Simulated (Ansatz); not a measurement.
# CH5AsO: the cost of one run

All numbers below are computed with Ansatz 0.2.0 (RKS PBE0/def2-SVP).

## 1. Starting point

Bond lengths: C1–O2 1.384 Å, O2–As3 1.838 Å, C1–H4 1.102 Å, C1–H5 1.074 Å, C1–H6 1.185 Å, As3–H7 1.619 Å, As3–H8 1.572 Å. Angles: C1–O2–As3 106.7°, O2–C1–H4 113.9°, O2–C1–H5 116.3°, O2–C1–H6 106.7°, H4–C1–H5 108.3°, H4–C1–H6 104.9°, H5–C1–H6 105.8°, O2–As3–H7 94.1°, O2–As3–H8 97.6°, H7–As3–H8 91.1°.

As a file:

```xyz
8

C    -0.3971    0.7605   -0.2039
O    -0.8587   -0.1192    0.7597
As    0.2202   -1.6048    0.6795
H    -0.5698    0.4213   -1.2383
H     0.6283    1.0662   -0.1159
H    -1.0388    1.7508   -0.0964
H     1.5728   -0.7833    1.0193
H     0.5352   -1.5486   -0.8599
```

## 2. Relaxing end A

File input.yaml:

```yaml
crystal:
  periodic: [false, false, false]
  atoms:
    - { symbol: C, position_ang: [-0.3971, 0.7605, -0.2039] }
    - { symbol: O, position_ang: [-0.8587, -0.1192, 0.7597] }
    - { symbol: As, position_ang: [0.2202, -1.6048, 0.6795] }
    - { symbol: H, position_ang: [-0.5698, 0.4213, -1.2383] }
    - { symbol: H, position_ang: [0.6283, 1.0662, -0.1159] }
    - { symbol: H, position_ang: [-1.0388, 1.7508, -0.0964] }
    - { symbol: H, position_ang: [1.5728, -0.7833, 1.0193] }
    - { symbol: H, position_ang: [0.5352, -1.5486, -0.8599] }
basis:
  gaussian: { orbitals: def2-SVP }
hamiltonian:
  xc: pbe0
relax:
  f_tol: 0.015
  max_steps: 40
```

Started as:

```bash
$ ansatz run input.yaml --threads 1 --pin off --max-ram 2048MiB --backend cpu --events-out ev --progress --plain --runs-dir out
```

What time and memory should one allow on 1 thread of Arm Neoverse V1, shared host?

About 26 s, with a peak of 0.17 GiB.
